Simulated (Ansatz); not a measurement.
**C2H5GaSi: basis-set convergence**

The task here is to estimate one member of a computed series from the others.

The runs use Ansatz 0.2.0, Gaussian basis; one geometry, several basis sets.

Levels to be run: PBE0-D4/def2-SVP; ωB97M-V/def2-SVP; PBE0-D4/def2-QZVPP; ωB97M-V/def2-QZVPP; the functionals' def2-TZVPP values are taken from earlier runs.

### The relaxed structure

The geometry comes from an earlier relaxation with PBE0-D4 in a triple-zeta def2 set; it is a stationary point, not always the lowest conformer.

SMILES `C#C[SiH2][GaH2]`, 9 atoms, charge 0, spin multiplicity 1.

Atoms are counted from 1 here; the program's logs count them from 0.

Bond lengths: C1–C2 1.207 Å, C1–H5 1.066 Å, C2–Si3 1.825 Å, Si3–Ga4 2.417 Å, Si3–H6 1.489 Å, Si3–H7 1.490 Å, Ga4–H8 1.570 Å, Ga4–H9 1.574 Å. Angles: C2–C1–H5 179.6°, C1–C2–Si3 177.3°, C2–Si3–Ga4 111.6°, C2–Si3–H6 108.3°, C2–Si3–H7 108.3°, Ga4–Si3–H6 110.7°, Ga4–Si3–H7 110.4°, H6–Si3–H7 107.4°, Si3–Ga4–H8 121.6°, Si3–Ga4–H9 119.3°, H8–Ga4–H9 119.1°.

As a file:

```mol
C2H5GaSi
  3D, bonds by distance, orders not assigned

  9  8  0  0  0  0  0  0  0  0999 V2000
    2.0503   -0.9007   -1.3275 C   0  0
    1.3259   -0.1696   -0.6973 C   0  0
    0.1718    0.8732    0.2576 Si  0  0
   -1.8749   -0.3051    0.7724 Ga  0  0
    2.6958   -1.5407   -1.8842 H   0  0
   -0.1138    2.1013   -0.5352 H   0  0
    0.8549    1.2999    1.5108 H   0  0
   -2.0923   -1.8017    0.3503 H   0  0
   -3.0178    0.4435    1.5533 H   0  0
  1  2  8  0
  2  3  8  0
  3  4  8  0
  1  5  8  0
  3  6  8  0
  3  7  8  0
  4  8  8  0
  4  9  8  0
M  END
```

Set-up of the first run:

in.yaml

```yaml
crystal:
  periodic: [false, false, false]
  atoms:
    - {symbol: C, position_ang: [2.050341, -0.900741, -1.327514]}
    - {symbol: C, position_ang: [1.325903, -0.169645, -0.697306]}
    - {symbol: Si, position_ang: [0.171830, 0.873214, 0.257593]}
    - {symbol: Ga, position_ang: [-1.874865, -0.305075, 0.772353]}
    - {symbol: H, position_ang: [2.695793, -1.540735, -1.884245]}
    - {symbol: H, position_ang: [-0.113762, 2.101287, -0.535170]}
    - {symbol: H, position_ang: [0.854863, 1.299892, 1.510774]}
    - {symbol: H, position_ang: [-2.092346, -1.801676, 0.350264]}
    - {symbol: H, position_ang: [-3.017768, 0.443479, 1.553260]}
basis:
  gaussian: {orbitals: def2-SVP}
hamiltonian: {xc: pbe0, dispersion: d4}
output: {orbitals: {seedname: orbitals}}
```

Started as:

```bash
> ansatz run in.yaml --threads 2 --pin off --events-out ev --progress --plain --max-ram 4352MiB
```

Among the steps run: PBE0-D4 in def2-SVP; ωB97M-V in def2-SVP; PBE0-D4 in def2-QZVPP; ωB97M-V in def2-QZVPP.

One of the session's tables, all rows but one given; the rest of the session is left out.

```
functional       basis  HOMO (eV)  LUMO (eV)
   PBE0-D4    def2-SVP      -7.34      -2.16
   PBE0-D4  def2-TZVPP          ?          ?
   PBE0-D4  def2-QZVPP      -7.37      -2.20
   ωB97M-V    def2-SVP      -9.32      -0.40
   ωB97M-V  def2-TZVPP      -9.38      -0.45
   ωB97M-V  def2-QZVPP      -9.38      -0.54
```

Estimate the missing values for PBE0-D4, def2-TZVPP.

As computed: HOMO (eV): -7.37; LUMO (eV): -2.19.
